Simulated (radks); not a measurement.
# Cs³⁺ in [Kr] 4d8 5s2 5p4 5d2: an all-electron calculation

Aim: the levels, the sizes of the orbitals and the parts of the energy of the caesium ion Cs3+.

Method: scalar-relativistic Kohn-Sham, r2SCAN, spin-polarised, spherical densities, finite nucleus; open shells are filled with parallel spins first. Code: radks (a radial shooting solver on a logarithmic mesh, Libxc functionals) version 1.

## 1. The system

```
element            : caesium (Z = 55)
charge             : +3
electrons          : 52
configuration      : [Kr] 4d8 5s2 5p4 5d2
nuclear rms radius : 4.8041 fm
```

Outer shells as boxes (Hund's rule):

Cs³⁺
```
[Kr] core
4d [↑↓][↑↓][↑↓][↑ ][↑ ]
5s [↑↓]
5p [↑↓][↑ ][↑ ]
5d [↑ ][↑ ][  ][  ][  ]
```

## 2. Self-consistent calculation

The run's settings:

```text
Z 55
configuration [Kr] 4d8 5s2 5p4 5d2 6s0 4f0
relativity scalar-relativistic
functional r2scan,r2scan
spin polarised
nucleus finite rms 4.8041 fm
c 137.035999084
```

Launch:

```console
$ python run_ks.py task.json out
```

This one command runs every case of the session in turn.

What does the calculation give?

As calculated:

| quantity | value |
| --- | --- |
| total energy | -7778.7690 hartree |
| exchange-correlation share of it | 2.45 % |
| −T/E | 1.0537 |
| highest occupied level | 5d up, -26.277 eV |
| most extended occupied level | 5d up, <r> = 2.30 bohr |
| radius at density 0.001 e/bohr³ | 3.87 bohr |
| maxima of the radial density | 4 |

**Reading.** 5 principal shells are occupied and 4 maxima appear in the radial density; where shells overlap, one shows as a shoulder or not at all. Relativity lifts −T/E to 1.054. This is not the tabulated ground configuration, so its levels and sizes aren't those of the ground state, and no measured value stands beside it.
